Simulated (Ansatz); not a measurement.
# LiBr+ (quartet): from Hartree-Fock to the top rungs, cc-pVTZ

One table from this session's results is given with a row withheld; the runs are named, their logs left out.

Computed with Ansatz 0.2.0, Gaussian basis. Level: cc-pVTZ, core rule «outside noble gas», up to 15 orbitals frozen.

Plan: UHF; CCSD(T) on ROHF; CCSD(T) on UHF; BCCD(T) on ROHF; CISD as a restricted active space (open shells left free, so some higher excitations enter); CCSDT(Q) on ROHF; CCSDT(Q) on UHF.

12 further runs of the same task are left out: 4 for a known fault of the program, 4 that didn't finish, 4 set aside as unsound or not needed. Runs told in other sessions of the task aren't counted.

### The system

The geometry is a PBE0/def2-TZVP stationary point (not a proven minimum) of the parent state, kept for this charge and spin. No spin-orbit coupling is included. The filled d shell of Br may be among the frozen orbitals whatever the setting's name suggests.

2 atoms, charge 1, spin multiplicity 4.

Atoms are counted from 1 here; the program's logs count them from 0.

Bond lengths: Br1–Li2 2.512 Å.

Coordinates:

```xyz
2
charge 1, multiplicity 4
Br    0.0000    0.0000    0.0000
Li    0.0000    0.0000    2.5124
```

The first run:

in.yaml reads:

```yaml
crystal:
  periodic: [false, false, false]
  atoms:
    - {symbol: Br, position_ang: [0.000000, 0.000000, 0.000000]}
    - {symbol: Li, position_ang: [0.000000, 0.000000, 2.512400]}
basis:
  gaussian: {orbitals: cc-pVTZ}
total_charge: 1
magnetization: {spin_polarized: true, initial_magnetization: 3}
hamiltonian: {xc: hf}
output: {orbitals: {seedname: orbitals}}
```

Launch:

```sh
$ ansatz run in.yaml --threads 1 --pin off --events-out ev --progress --plain --max-ram 2393MiB
```

Among the steps run: UHF; CCSD(T) on ROHF; CCSD(T) on UHF; BCCD(T) on ROHF; CISD as a restricted active space (open shells left free, so some higher excitations enter); CCSDT(Q) on ROHF; CCSDT(Q) on UHF.

One of the session's tables, all rows but one given; the rest of the session is left out.

It belongs to the step «Misses and costs». 

| method | from UCCSDT(Q) (meV) |
| --- | --- |
| ROHF | +3874.1 |
| UHF | +3721.7 |
| RMP2 | +683.1 |
| UMP2 | +707.5 |
| CISD | +232.5 |
| RCCSD | +149.4 |
| UCCSD | +135.5 |
| RCCSD(T) | +36.2 |
| UCCSD(T) | +26.5 |
| BCCD(T) | +36.4 |
| RCCSDT | +13.8 |
| UCCSDT | +3.5 |
| RCCSDT(Q) | ? |
| UCCSDT(Q) | 0 |

**Question.** Estimate the row for RCCSDT(Q).

As computed: from UCCSDT(Q) (meV): +10.3. In the column «from UCCSDT(Q) (meV)» it lies between UCCSDT (+3.5) and RCCSDT (+13.8).

Caveats from the session: Restricted and unrestricted rows rest on different reference determinants; a gap between their highest levels can come from leftover correlation error, from unlike frozen cores or from another state.
